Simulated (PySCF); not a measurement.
# CdTe: from the state search to spectroscopic constants

An exercise on one series of results from a longer session: the logs are not shown, and one member is left open.

Program: PySCF 2.14.0. Level of theory: Cd def2-TZVPPD with ECP28, Te def2-TZVPPD with ECP28, scalar-relativistic core potentials. These are calculated values, not measurements.

The first run:

Settings of the job:

```yaml
atoms: Cd, Te
charge: 0
basis: Cd def2-TZVPPD with ECP28, Te def2-TZVPPD with ECP28
Hamiltonian: scalar-relativistic core potentials
basis_functions: 115
electrons_treated: 44
masses_in_u: 113.9034, 129.9062
levels: PBE0, PBE, r²SCAN, r²SCAN0, M06, BLYP, TPSSh, B3LYP, CAM-B3LYP, HF, MP2, SCS-MP2
grid: 80 radial by 434 angular points
occupations: held fixed by the projection of orbital angular momentum
dissociation_limit: Cd + Te, each in its ground configuration
starting_distance_in_angstrom: 2.720
values_of_2S_to_try: 0, 2
```

The run is started by

```
$ OMP_NUM_THREADS=2 python dia.py task.json out
```

Steps of the session up to this table: Set-up; PBE0 along the bond; Excited determinants; PBE (GGA); r²SCAN (meta-GGA); r²SCAN0; M06; BLYP; TPSSh (hybrid meta-GGA); B3LYP (global hybrid GGA); CAM-B3LYP (range-separated hybrid); UHF.

One of the session's tables, all rows but one given; the rest of the session is left out.

Energy (eV) from each level's lowest point:

| R (Å) | UHF | UHF-MP2 | UHF-SCS-MP2 | PBE | BLYP |
| --- | --- | --- | --- | --- | --- |
| 2.412 | 0.685 | 0.433 | 0.507 | 0.597 | 0.736 |
| 2.525 | 0.304 | 0.159 | 0.204 | 0.269 | 0.369 |
| 2.637 | 0.099 | 0.032 | 0.054 | 0.091 | 0.156 |
| 2.721 | 0.025 | 0.000 | 0.008 | 0.025 | 0.067 |
| 2.805 | 0.000 | 0.005 | 0.000 | 0.000 | 0.018 |
| 2.889 | ? | ? | ? | ? | ? |
| 3.001 | 0.052 | 0.087 | 0.062 | 0.036 | 0.007 |
| 3.142 | 0.125 | 0.161 | 0.127 | 0.102 | 0.044 |
| 3.310 | 0.205 | 0.233 | 0.189 | 0.195 | 0.106 |
| 3.534 | 0.272 | 0.285 | 0.228 | 0.312 | 0.193 |

Estimate the missing values for R (Å) = 2.889.

Worked estimate for «UHF». A straight line through the neighbours (2.805, 0.000) and (3.001, 0.052) gives 0.000 + (0.052 − 0.000) × (2.889 − 2.805) / (3.001 − 2.805) = 0.022; a parabola fitted to 4 rows on both sides gives 0.014.

As computed: UHF: 0.009; UHF-MP2: 0.032; UHF-SCS-MP2: 0.018; PBE: 0.003; BLYP: 0.000. In «UHF» the line misses by +0.013 and the parabola by +0.005.
